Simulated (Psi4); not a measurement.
# C2H5AlO (SMILES [CH3][Al]1[CH2][O]1): HF/6-31G(d) (spherical functions)

What is the vertical ionisation energy of C2H5AlO at HF/6-31G* (spherical functions)? 

Program for the calculation: Psi4 1.11.

## 1. The molecule

The species is C2H5AlO (9 atoms), meant as a singlet with charge 0. SMILES: `[CH3][Al]1[CH2][O]1`. Geometry: relaxed at PBE0-D4/def2-TZVP.

Bond lengths: C1–Al2 1.934 Å, Al2–C3 1.883 Å, Al2–O4 1.707 Å, C3–O4 1.488 Å, C1–H5 1.093 Å, C1–H6 1.091 Å, C1–H7 1.094 Å, C3–H8 1.091 Å, C3–H9 1.091 Å. Some angles: C1–Al2–C3 171.7°, C1–Al2–O4 139.6°, C3–Al2–O4 48.7°, Al2–C3–O4 59.5°, Al2–O4–C3 71.8°, Al2–C1–H5 110.3°, Al2–C1–H6 112.2°, Al2–C1–H7 110.1°, Al2–C3–H8 123.8°, Al2–C3–H9 123.8°.

## 2. Energy and gradient at HF/6-31G(d) (spherical functions)

Input file input.in:

```
memory 2200 mb

molecule m {
  C     -0.670900     1.320200    -1.081500
  Al     0.051300    -0.076700     0.044200
  C      0.678700    -1.280200     1.349300
  O      0.789300    -1.609500    -0.097900
  H      0.039700     1.575000    -1.872100
  H     -0.900200     2.226000    -0.517500
  H     -1.591200     0.976800    -1.562100
  H      0.038500    -1.980500     1.887700
  H      1.653200    -1.197400     1.832800
  symmetry c1
}

set {
  puream        true
  e_convergence 1e-09
  d_convergence 1e-08
  scf_type      pk
}

e_tot, wfn = gradient('hf/6-31G*', return_wfn=True)
oeprop(wfn, 'DIPOLE', 'LOWDIN_CHARGES', 'QUADRUPOLE')
```

Run with:

```
psi4 -i input.in -o input.out -n 1
```

input.out:

```text
[...]
  Running in c1 symmetry.
[...]
  Nuclear repulsion =  145.500629802387095
[...]
  Multiplicity = 1
[...]
  Nalpha       = 19
  Nbeta        = 19
[...]
    Number of basis functions: 70
[...]
   @RHF iter   1:  -395.20633159819613   -9.64833e-01   7.98703e-03 ADIIS/DIIS
[...]
   @RHF iter  12:  -395.37333211548923   -5.91172e-12   6.94586e-09 DIIS
[...]
    Orbital Energies [Eh]
    ---------------------
    Doubly Occupied:
       1A    -58.454739     2A    -20.506626     3A    -11.235098
       4A    -11.221986     5A     -4.885148     6A     -3.200095
       7A     -3.198463     8A     -3.196963     9A     -1.270832
      10A     -0.947992    11A     -0.840577    12A     -0.584728
      13A     -0.582695    14A     -0.570936    15A     -0.568885
      16A     -0.517288    17A     -0.457867    18A     -0.409132
      19A     -0.330716
[...]
  @RHF Final Energy:  -395.37333211548923
   => Energetics <=
    Nuclear Repulsion Energy =            145.5006298023870954
    One-Electron Energy =                -835.7863897743079633
    Two-Electron Energy =                 294.9124278564316910
    Total Energy =                       -395.3733321154892337
[...]
  -Total Gradient:
     Atom            X                  Y                   Z
    ------   -----------------  -----------------  -----------------
       1        0.003115600144    -0.005753503363     0.003724275769
       2       -0.003669042516     0.007374376733     0.000841497839
       3       -0.001994188748     0.003933467616    -0.001694343668
       4        0.002066739186    -0.004953267392    -0.010066651817
       5        0.003641075295     0.000207841148    -0.002844675350
       6       -0.000476444376     0.002760164791     0.003362465081
       7       -0.003527217637    -0.002468792908    -0.001281131126
       8       -0.005255126373    -0.003297183122     0.004169320360
       9        0.006098605025     0.002196896496     0.003789242913
[...]
 Multipole Moments:
 ------------------------------------------------------------------------------------
     Multipole            Electronic (a.u.)      Nuclear  (a.u.)        Total (a.u.)
 ------------------------------------------------------------------------------------
 L = 1.  Multiply by 2.5417464519 to convert [e a0] to [Debye]
 Dipole X            :          0.8139024           -1.4534531           -0.6395507
 Dipole Y            :         -1.5896039            2.9078582            1.3182543
 Dipole Z            :          0.4035116           -0.3945048            0.0090068
 Magnitude           :                                                    1.4652306
 L = 2.  Multiply by 1.3450342976 to convert [e a0^2] to [Debye ang]
 Quadrupole XX       :        -77.0329303           55.5038516          -21.5290787
 Quadrupole XY       :         89.2529837          -86.9175872            2.3353965
[...]
```

It took 9.6 s on 1 thread of AMD EPYC 7R43 (Zen 3), shared host; peak memory 0.23 GiB.

## 3. The doublet cation, same level

Input file job.in:

```
memory 2200 MB

molecule {
  1 2
  C     -0.670900     1.320200    -1.081500
  Al     0.051300    -0.076700     0.044200
  C      0.678700    -1.280200     1.349300
  O      0.789300    -1.609500    -0.097900
  H      0.039700     1.575000    -1.872100
  H     -0.900200     2.226000    -0.517500
  H     -1.591200     0.976800    -1.562100
  H      0.038500    -1.980500     1.887700
  H      1.653200    -1.197400     1.832800
  units angstrom
  symmetry c1
}

set {
  basis         6-31G*
  reference     uhf
  puream        true
  e_convergence 1e-09
  d_convergence 1e-08
  scf_type      pk
  maxiter       100
}

result, w = gradient("hf", return_wfn=True)
```

Run with:

```
psi4 -n 1 job.in job.out
```

job.out, cut to the lines that bear on the results:

```text
[...]
  Running in c1 symmetry.
[...]
  Nuclear repulsion =  145.500629802387095
[...]
  Multiplicity = 2
[...]
  Nalpha       = 19
  Nbeta        = 18
[...]
    Number of basis functions: 70
[...]
   @UHF iter   1:  -394.96344620416886   -7.21947e-01   6.79180e-03 ADIIS/DIIS
[...]
   @UHF iter  20:  -395.09876244928154   -3.58114e-12   9.52630e-09 DIIS
[...]
   @S^2 Observed:                7.735712460E-01
[...]
  @UHF Final Energy:  -395.09876244928154
   => Energetics <=
    Nuclear Repulsion Energy =            145.5006298023870954
    One-Electron Energy =                -826.0234537166892324
    Two-Electron Energy =                 285.4240614650205430
    Total Energy =                       -395.0987624492815371
  UHF NO Occupations:
  HONO-2 :   17  A 1.9993394
  HONO-1 :   18  A 1.9898281
[...]
 Multipole Moments:
 ------------------------------------------------------------------------------------
     Multipole            Electronic (a.u.)      Nuclear  (a.u.)        Total (a.u.)
 ------------------------------------------------------------------------------------
 L = 1.  Multiply by 2.5417464519 to convert [e a0] to [Debye]
 Dipole X            :          1.1729132           -1.4534531           -0.2805399
 Dipole Y            :         -2.2541113            2.9078582            0.6537469
 Dipole Z            :          1.4838192           -0.3945048            1.0893144
 Magnitude           :                                                    1.3010356
[...]
  -Total Gradient:
     Atom            X                  Y                   Z
    ------   -----------------  -----------------  -----------------
       1        0.004920033929    -0.008659241157    -0.003018066624
       2        0.026747215376    -0.051196905652     0.062701301229
       3       -0.044132406210     0.091142092711     0.002917023951
       4        0.003714328941    -0.012297597568    -0.066680240559
       5        0.001057083498     0.002731619997    -0.005040793157
       6       -0.000682176405     0.003324326186     0.003769705525
       7       -0.004113724221     0.000006053409    -0.003470397214
       8        0.004931911265    -0.013158527230     0.004453466970
       9        0.007557733828    -0.011891820696     0.004367999880
[...]
```

Wall time 9.9 s (1 thread of AMD EPYC 7R43 (Zen 3), shared host); peak memory 0.23 GiB.

## 4. Summary of results

Level: HF/6-31G* (spherical functions).

```
                                          quantity          value
                     singlet C2H5AlO: total energy  -395.37333 Eh
                    singlet C2H5AlO: dipole moment         3.72 D
                      singlet C2H5AlO: HOMO energy       -9.00 eV
                      singlet C2H5AlO: LUMO energy        2.26 eV
                    singlet C2H5AlO: HOMO–LUMO gap       11.26 eV
         singlet C2H5AlO: largest force on an atom     0.587 eV/Å
                      doublet cation: total energy  -395.09876 Eh
doublet cation: HOMO energy (highest over α and β)      -17.59 eV
 doublet cation: LUMO energy (lowest over α and β)       -6.22 eV
                              doublet cation: ⟨S²⟩          0.774
          doublet cation: largest force on an atom     5.209 eV/Å
vertical ionisation energy (to the doublet cation)       7.471 eV
```

**Reading.** Removing an electron at fixed nuclei costs 7.47 eV (172 kcal/mol). The largest force (singlet C2H5AlO) is 0.59 eV/Å: the shape isn't a stationary point for this species at this level. The negative HOMO energy of the first species, 9.00 eV, lies 1.53 eV above that difference.
